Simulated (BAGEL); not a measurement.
# GeH3Br (GeBrH3): HF/6-31G(d) (density fitting with qzvpp-jkfit, spherical functions)

Aim: the vertical singlet–triplet gap of GeH3Br (GeBrH3) at HF/6-31G* (density fitting with qzvpp-jkfit, spherical functions), from 2 runs. 

The results are computed with BAGEL 1.2.2.

20 further runs of the same task are left out: 5 that didn't finish, 15 set aside as unsound or not needed.

### Step 1. Starting point

The species is GeH3Br (5 atoms), meant as a singlet with charge 0. As SMILES, `[H][Ge]([H])([H])[Br]`. Geometry: a GFN2-xTB relaxation, a rough one for these elements and not checked as a minimum.

Bond lengths: Ge1–Br2 2.258 Å, Ge1–H3 1.499 Å, Ge1–H4 1.499 Å, Ge1–H5 1.499 Å. Angles: Br2–Ge1–H3 107.3°, Br2–Ge1–H4 107.3°, Br2–Ge1–H5 107.2°, H3–Ge1–H4 111.6°, H3–Ge1–H5 111.6°, H4–Ge1–H5 111.6°.

### Step 2. The energy at HF/6-31G(d) (density fitting with qzvpp-jkfit, spherical functions)

Input file hf.json:

```json
{ "bagel": [

{
  "title": "molecule",
  "basis": "6-31gs.json",
  "df_basis": "qzvpp-jkfit",
  "angstrom": true,
  "geometry": [
    { "atom": "Ge", "xyz": [      -0.000710,       0.002030,      -0.184820 ] },
    { "atom": "Br", "xyz": [       0.012120,      -0.020250,       2.073140 ] },
    { "atom": "H", "xyz": [       1.427480,       0.010840,      -0.638550 ] },
    { "atom": "H", "xyz": [      -0.723430,       1.242790,      -0.613540 ] },
    { "atom": "H", "xyz": [      -0.715460,      -1.235420,      -0.636230 ] }
  ]
},

{ "title": "hf" },

{ "title": "print", "file": "orbitals.molden", "orbitals": true }

]}
```

The basis set 6-31G* is read from a file made from the Basis Set Exchange's data (not shown).

The run is started by

```bash
$ BAGEL_NUM_THREADS=1 BAGEL hf.json > hf.out
```

The program printed:

```text
* using 1 threads per process

  ===============================================================
  ===============================================================

  *** Geometry ***

  { "atom" : "Ge", "xyz" : [     -0.001342,      0.003836,     -0.349259 ] },
  { "atom" : "Br", "xyz" : [      0.022903,     -0.038267,      3.917667 ] },
  { "atom" : "H", "xyz" : [      2.697546,      0.020485,     -1.206685 ] },
  { "atom" : "H", "xyz" : [     -1.367085,      2.348533,     -1.159423 ] },
  { "atom" : "H", "xyz" : [     -1.352023,     -2.334605,     -1.202300 ] },

  Number of auxiliary basis functions:      586

  Since a DF basis is specified, we compute 2- and 3-index integrals:
    o Being stored without compression. Storage requirement is 0.023 GB

  Number of basis functions:       70
  Number of electrons      :       70

    * METHOD: MOLECULE                             0.97

  *** RHF ***

  === Nuclear Repulsion ===
   315.1753964763

      * DIIS with orbital gradients will be used.

  === RHF iteration (6-31gs.json) ===
      0      -4648.91913130          0.00676369           0.22
      1      -4648.94834148          0.00324369           0.26
      2      -4648.95212265          0.00088240           0.23
      3      -4648.95250455          0.00018868           0.22
      4      -4648.95252631          0.00005381           0.22
      5      -4648.95252782          0.00001653           0.22
      6      -4648.95252805          0.00000513           0.22
      7      -4648.95252808          0.00000128           0.21
      8      -4648.95252808          0.00000023           0.23
      9      -4648.95252809          0.00000007           0.22
     10      -4648.95252809          0.00000002           0.21
     11      -4648.95252809          0.00000001           0.21
    * SCF iteration converged.

    * Permanent dipole moment:
           (    0.004409,    -0.009153,     0.889498) a.u.

    * METHOD: HF                                   3.38

    * METHOD: PRINT                                0.04

  ===============================================================
```

Run time: 5.4 s. Hardware: 1 thread of AMD EPYC 7R43 (Zen 3), shared host; peak memory 0.13 GiB.

### Step 3. The triplet, same level

Input file input.json:

```json
{ "bagel": [

{
  "title": "molecule",
  "basis": "6-31gs.json",
  "df_basis": "qzvpp-jkfit",
  "angstrom": "true",
  "geometry": [
    { "atom": "Ge", "xyz": [      -0.000710,       0.002030,      -0.184820 ] },
    { "atom": "Br", "xyz": [       0.012120,      -0.020250,       2.073140 ] },
    { "atom": "H", "xyz": [       1.427480,       0.010840,      -0.638550 ] },
    { "atom": "H", "xyz": [      -0.723430,       1.242790,      -0.613540 ] },
    { "atom": "H", "xyz": [      -0.715460,      -1.235420,      -0.636230 ] }
  ]
},

{ "title": "uhf", "nopen": 2 },

{ "title": "print", "file": "orbitals.molden", "orbitals": "true" }

]}
```

The basis set 6-31G* is read from a file made from the Basis Set Exchange's data (not shown).

The run is started by

```bash
$ BAGEL_NUM_THREADS=1 BAGEL input.json > input.out
```

The program printed:

```text
* using 1 threads per process

  ===============================================================
  ===============================================================

  *** Geometry ***

  { "atom" : "Ge", "xyz" : [     -0.001342,      0.003836,     -0.349259 ] },
  { "atom" : "Br", "xyz" : [      0.022903,     -0.038267,      3.917667 ] },
  { "atom" : "H", "xyz" : [      2.697546,      0.020485,     -1.206685 ] },
  { "atom" : "H", "xyz" : [     -1.367085,      2.348533,     -1.159423 ] },
  { "atom" : "H", "xyz" : [     -1.352023,     -2.334605,     -1.202300 ] },

  Number of auxiliary basis functions:      586

  Since a DF basis is specified, we compute 2- and 3-index integrals:
    o Being stored without compression. Storage requirement is 0.023 GB

  Number of basis functions:       70
  Number of electrons      :       70

    * METHOD: MOLECULE                             0.41

  *** Open-shell HF ***

  === Nuclear Repulsion ===
   315.1753964763

      * DIIS with orbital gradients will be used.

  === UHF iteration (6-31gs.json) ===
      0      -4648.63851777          0.01232779           0.23
      1      -4648.68213428          0.00714435           0.21
      2      -4648.69780797          0.00466191           0.21
      3      -4648.70407674          0.00240122           0.21
      4      -4648.71178992          0.00138870           0.22
      5      -4648.71491368          0.00063836           0.23
      6      -4648.71515041          0.00016316           0.21
      7      -4648.71528335          0.00007807           0.22
      8      -4648.71532470          0.00004430           0.23
      9      -4648.71534080          0.00002329           0.22
     10      -4648.71534316          0.00001489           0.23
     11      -4648.71534381          0.00001171           0.24
     12      -4648.71534414          0.00000834           0.22
     13      -4648.71534439          0.00000519           0.21
     14      -4648.71534448          0.00000306           0.22
     15      -4648.71534451          0.00000159           0.21
     16      -4648.71534452          0.00000071           0.21
     17      -4648.71534452          0.00000043           0.21
     18      -4648.71534452          0.00000028           0.21
     19      -4648.71534452          0.00000024           0.21
     20      -4648.71534452          0.00000024           0.22
     21      -4648.71534452          0.00000024           0.21
     22      -4648.71534452          0.00000024           0.21
     23      -4648.71534452          0.00000024           0.21
     24      -4648.71534452          0.00000024           0.21
     25      -4648.71534452          0.00000024           0.21
     26      -4648.71534452          0.00000024           0.21
     27      -4648.71534453          0.00000024           0.21
     28      -4648.71534453          0.00000024           0.21
     29      -4648.71534453          0.00000024           0.21
     30      -4648.71534453          0.00000024           0.21
     31      -4648.71534454          0.00000024           0.21
     32      -4648.71534456          0.00000024           0.22
     33      -4648.71534456          0.00000024           0.22
     34      -4648.71534456          0.00000024           0.22
     35      -4648.71534455          0.00000024           0.22
     36      -4648.71534457          0.00000024           0.21
     37      -4648.71534458          0.00000023           0.21
     38      -4648.71534470          0.00000088           0.22
     39      -4648.71534479          0.00000328           0.22
     40      -4648.71534469          0.00000083           0.21
     41      -4648.71534461          0.00000023           0.21
     42      -4648.71534467          0.00000034           0.21
     43      -4648.71534462          0.00000024           0.22
     44      -4648.71534471          0.00000045           0.22
     45      -4648.71534465          0.00000033           0.22
     46      -4648.71534473          0.00000023           0.22
     47      -4648.71534476          0.00000034           0.22
     48      -4648.71534476          0.00000034           0.22
     49      -4648.71534475          0.00000023           0.23
     50      -4648.71534481          0.00000046           0.22
     51      -4648.71534483          0.00000043           0.23
     52      -4648.71534476          0.00001506           0.22
     53      -4648.71534494          0.00000098           0.23
     54      -4648.71534506          0.00000413           0.23
     55      -4648.71534510          0.00000335           0.23
     56      -4648.71534516          0.00000017           0.22
     57      -4648.71534519          0.00000022           0.23
     58      -4648.71534527          0.00000525           0.22
     59      -4648.71534525          0.00000053           0.22
     60      -4648.71534530          0.00000074           0.22
     61      -4648.71534535          0.00000043           0.22
     62      -4648.71534541          0.00000026           0.26
     63      -4648.71534543          0.00000119           0.23
     64      -4648.71534543          0.00000167           0.22
     65      -4648.71534544          0.00000119           0.22
     66      -4648.71534545          0.00000035           0.22
     67      -4648.71534548          0.00000070           0.22
     68      -4648.71534549          0.00000106           0.22
     69      -4648.71534549          0.00000063           0.22
     70      -4648.71534549          0.00000030           0.25
     71      -4648.71534549          0.00000006           0.24
     72      -4648.71534550          0.00000013           0.24
     73      -4648.71534551          0.00000016           0.24
     74      -4648.71534551          0.00000022           0.23
     75      -4648.71534552          0.00000008           0.24
     76      -4648.71534552          0.00000011           0.24
     77      -4648.71534552          0.00000004           0.23
     78      -4648.71534552          0.00000007           0.24
     79      -4648.71534552          0.00000002           0.23
     80      -4648.71534552          0.00000013           0.24
     81      -4648.71534552          0.00000008           0.24
     82      -4648.71534552          0.00000007           0.24
     83      -4648.71534552          0.00000005           0.24
     84      -4648.71534552          0.00000011           0.24
     85      -4648.71534552          0.00000006           0.24
     86      -4648.71534552          0.00000000           0.24
    * SCF iteration converged.

    * S^2 (UHF) is 2.0127

    * Permanent dipole moment:
           (    0.013975,     0.034226,    -1.231351) a.u.

    * METHOD: UHF                                 19.68

    * METHOD: PRINT                                0.02

  ===============================================================
```

Wall time 21 s (1 thread of AMD EPYC 7R43 (Zen 3), shared host); peak memory 0.13 GiB.

### Step 4. Results

Level: HF/6-31G* (density fitting with qzvpp-jkfit, spherical functions).

| quantity | value |
| --- | --- |
| singlet: total energy | -4648.95253 Eh |
| singlet: dipole moment | 2.26 D |
| singlet: HOMO energy | -11.15 eV |
| singlet: LUMO energy | 2.60 eV |
| singlet: HOMO–LUMO gap | 13.75 eV |
| triplet: total energy | -4648.71535 Eh |
| triplet: dipole moment | 3.13 D |
| triplet: ⟨S²⟩ | 2.013 |
| vertical energy of the triplet above the singlet | 6.454 eV |

In words: At this shape the triplet lies 6.45 eV (623 kJ/mol) above the singlet.
